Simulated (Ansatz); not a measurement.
# CuSi: the cost of one run

Method: DFT PBE, scalar-relativistic, plane waves, PAW, in Ansatz 0.2.0.

### 1 The system as given

It takes space group P-6m2 (No. 187, hexagonal). Conventional cell: a = 2.795 Å, b = 2.795 Å, c = 4.564 Å, α = 90.00°, β = 90.00°, γ = 120.00°. Around Si (site symmetry -6m2) lie 6 Si at 2.79 Å and 6 Cu at 2.79 Å. Cu (site symmetry -6m2) has 6 Cu at 2.79 Å and 6 Si at 2.79 Å as nearest neighbours.

Coordinates:

```cif
data_structure
_symmetry_space_group_name_H-M 'P 1'
_symmetry_Int_Tables_number 1
_cell_length_a 2.7949
_cell_length_b 2.7949
_cell_length_c 4.5641
_cell_angle_alpha 90.000
_cell_angle_beta 90.000
_cell_angle_gamma 120.000
_cell_volume 30.88
loop_
_atom_site_label
_atom_site_type_symbol
_atom_site_fract_x
_atom_site_fract_y
_atom_site_fract_z
_atom_site_occupancy
Si1 Si 0.33333 0.66667 0.00000 1
Cu1 Cu 0.66667 0.33333 0.50000 1
```

The cell is invented: ordered superstructure of hcp (P-6m2, No. 187). Lengths come from tabulated atomic sizes and are only a guess.

### 2 The guess as it stands, on a coarse mesh

Input file input.yaml:

```yaml
crystal:
  lattice:
    - [2.79491436, 0.0, 0.0]
    - [-1.39745718, 2.42046684, 0.0]
    - [0.0, 0.0, 4.56409515]
  atoms:
    - { symbol: Si, position: [0.33333333, 0.66666667, 0.0] }
    - { symbol: Cu, position: [0.66666667, 0.33333333, 0.5] }
basis:
  ecutwfc: 420
kpoints:
  mp_grid: { grid: [6, 6, 4] }
hamiltonian:
  xc: pbe
scf:
  occupations: { method: gaussian, width: 0.1 }
  lower_state_search: "off"
output:
  forces: true
  stress: true
  eigenvalues: true
```

On the command line:

```
ansatz run input.yaml --threads 1 --pin off --max-ram 2560MiB --backend cpu --events-out ev --progress --plain --runs-dir out
```

What time and memory should one allow on 1 thread of Intel Xeon at 2.70GHz, shared host?

About 1.9 s, with a peak of 0.31 GiB.
